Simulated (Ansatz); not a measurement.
# CH₃ClOSi₂: one species, many methods

Aim: compute CH₃ClOSi₂ with functionals from several rungs and with coupled cluster. The yardstick is the atomisation energy at the CCSD(T) limit.

Program: Ansatz 0.2.0, Gaussian basis. Level of theory: functionals in def2-TZVPP, the program's frozen cores in correlated methods. These are calculated values, not measurements.

The runs, in order: LDA (SPW92), PBE-D4, revPBE-D4, BLYP-D4, r2SCAN-D4, B97M-V, PBE0-D4, B3LYP-D4, r2SCANh-D4, r2SCAN0-D4, HSE06-D4, BHLYP-D4, CAM-B3LYP-D4, LC-ωPBE, ωB97X-V, ωB97M-V, B2PLYP, PBE-QIDH; CCSD(T)/def2-SVP; CCSD(T)/def2-TZVPP; MP2/def2-QZVPP; extrapolation to the limit; RPA on PBE.

## Step 1: The geometry

An earlier PBE0-D4 in a triple-zeta def2 set relaxation fixed the geometry.

SMILES `O=C1[SiH2][SiH]1Cl`, 8 atoms, charge 0, spin multiplicity 1.

Atoms are counted from 1 here; the program's logs count them from 0.

Bond lengths: O1–C2 1.194 Å, C2–Si3 1.950 Å, C2–Si4 1.924 Å, Si3–Si4 2.674 Å, Si3–H6 1.747 Å, Si3–H7 1.525 Å, Si4–Cl5 2.038 Å, Si4–H8 1.484 Å. Angles: O1–C2–Si3 136.2°, O1–C2–Si4 136.4°, Si3–C2–Si4 87.3°, C2–Si3–Si4 45.9°, C2–Si3–H6 81.3°, C2–Si3–H7 83.7°, Si4–Si3–H6 35.5°, Si4–Si3–H7 80.0°, H6–Si3–H7 84.7°, C2–Si4–Si3 46.7°, C2–Si4–Cl5 123.7°, C2–Si4–H8 123.0°, Si3–Si4–Cl5 120.6°, Si3–Si4–H8 117.9°, Cl5–Si4–H8 110.4°.

## Step 2: LDA

This LDA is Slater exchange with PW92 correlation.

The input, in.yaml:

```yaml
crystal:
  periodic: [false, false, false]
  atoms:
    - {symbol: O, position_ang: [1.080246, -2.131454, 0.301109]}
    - {symbol: C, position_ang: [0.640378, -1.023790, 0.369260]}
    - {symbol: Si, position_ang: [1.192090, 0.662912, 1.176325]}
    - {symbol: Si, position_ang: [-0.900665, -0.091574, -0.306890]}
    - {symbol: Cl, position_ang: [-1.084609, 0.536990, -2.236386]}
    - {symbol: H, position_ang: [-0.339507, 1.177528, 0.511312]}
    - {symbol: H, position_ang: [1.735431, 0.959793, -0.217618]}
    - {symbol: H, position_ang: [-2.231164, -0.147506, 0.347187]}
basis:
  gaussian: {orbitals: def2-TZVPP}
hamiltonian: {xc: lda}
output: {orbitals: {seedname: orbitals}}
```

Run with:

```bash
ansatz run in.yaml --threads 2 --pin off --events-out ev --progress --plain --max-ram 4352MiB
```

Further steps of the session: PBE-D4 (GGA); revPBE-D4 (GGA); BLYP-D4 (GGA); r2SCAN-D4 (meta-GGA); B97M-V (meta-GGA); B3LYP-D4 (hybrid); r2SCANh-D4 (hybrid); r2SCAN0-D4 (hybrid); HSE06-D4 (hybrid); BHLYP-D4 (hybrid); CAM-B3LYP-D4 (range-separated); LC-ωPBE (range-separated); ωB97X-V (range-separated); ωB97M-V (range-separated); B2PLYP (double hybrid); PBE-QIDH (double hybrid); CCSD(T) in def2-SVP; CCSD(T) in def2-TZVPP; MP2 in def2-QZVPP; RPA on PBE orbitals.

**Question.** What will the summary of the whole plan be? Wanted: atomisation energy, CCSD(T)/CBS; farthest beyond LDA; mean size of error, GGA; mean size of error, meta-GGA; mean size of error, hybrid; mean size of error, range-separated; mean size of error, double hybrid; gap, smallest and largest; T1 diagnostic.

As calculated:

```
                               quantity                                     value
        atomisation energy, CCSD(T)/CBS                            635.0 kcal/mol
functionals within 3.2 kcal/mol (0.5 %)        B3LYP-D4, r2SCANh-D4, CAM-B3LYP-D4
                    farthest beyond LDA                 BHLYP-D4 (-29.5 kcal/mol)
                mean size of error, GGA                             13.7 kcal/mol
           mean size of error, meta-GGA                             11.0 kcal/mol
             mean size of error, hybrid                              8.3 kcal/mol
    mean size of error, range-separated                              5.0 kcal/mol
      mean size of error, double hybrid                              8.2 kcal/mol
              gap, smallest and largest  1.63 eV (LDA (SPW92)), 8.30 eV (LC-ωPBE)
                          T1 diagnostic                                    0.0194
triples share of the correlation energy                                     4.7 %
```

**Reading.** The LDA atomisation energy is off by 115.8 kcal/mol (18 %): it overbinds. PBE-D4 misses by +26.0 kcal/mol. Double hybrids carry the basis error of their MP2 part in triple zeta, and no dispersion term here, so their miss is partly the set-up's. Taken by rung, range-separated functionals do best (5.0 kcal/mol on average) and GGA ones worst beyond LDA (13.7 kcal/mol). Misses under about 3.2 kcal/mol are within the doubt on the reference itself, which lacks core-valence correlation, relativity and higher excitations. Hartree-Fock recovers 67 % of the binding; the rest is correlation. CCSD(T) in def2-SVP is off by -51.6 kcal/mol, which most functionals beat. The gap grows from 1.6 to 8.3 eV across the functionals, mostly with the share of exact exchange.
